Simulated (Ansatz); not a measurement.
# GaH3: the cost of one run

Method: def2-QZVPP, all electrons in the functionals, frozen cores in the correlation of double hybrids and RPA; program: Ansatz 0.2.0, Gaussian basis.

Plan: wB97M-V, B2PLYP, at charge 0, triplet; charge 0, singlet; charge 0, quintet; charge 1, doublet; charge 1, quartet.

10 further runs of the same task are left out: 10 set aside as unsound or not needed.

**1. What is computed**

The geometry is a PBE0/def2-TZVP stationary point (not a proven minimum). No spin-orbit coupling is included. The filled d shell of Ga may be among the frozen orbitals whatever the setting's name suggests; the logs give the count.

4 atoms, charge 0, spin multiplicity 3.

Atoms are counted from 1 here; the program's logs count them from 0.

Bond lengths: Ga1–H2 1.585 Å, Ga1–H3 1.955 Å, Ga1–H4 1.955 Å, H3–H4 0.811 Å. Angles: H2–Ga1–H3 100.5°, H2–Ga1–H4 100.5°, H3–Ga1–H4 23.9°, Ga1–H3–H4 78.0°, Ga1–H4–H3 78.0°.

No dispersion term is added; wB97M-V holds VV10 nonlocal correlation.

The geometry shown and the zero of energy belong to the point charge 0, triplet. The yardstick, RCCSD(T), and other wave-function levels (R restricted, U unrestricted, valence and pair active spaces) come from earlier runs.

**2. wB97M-V, charge 0, triplet**

File in.yaml:

```yaml
crystal:
  periodic: [false, false, false]
  atoms:
    - {symbol: Ga, position_ang: [0.000000, 0.027726, -0.045695]}
    - {symbol: H, position_ang: [0.000000, -1.477599, -0.541473]}
    - {symbol: H, position_ang: [0.405418, -0.220158, 1.851181]}
    - {symbol: H, position_ang: [-0.405418, -0.220158, 1.851181]}
basis:
  gaussian: {orbitals: "def2-QZVPP.json"}
magnetization: {spin_polarized: true, initial_magnetization: 2}
hamiltonian: {xc: {name: wB97M-V}}
output: {orbitals: {seedname: orbitals}}
```

Run with:

```bash
$ ansatz run in.yaml --threads 1 --pin off --events-out ev --progress --plain --max-ram 2393MiB
```

Q: Estimate wall time and peak memory on 1 thread of Arm Neoverse V2, shared host.

About 18 s, with a peak of 0.44 GiB.
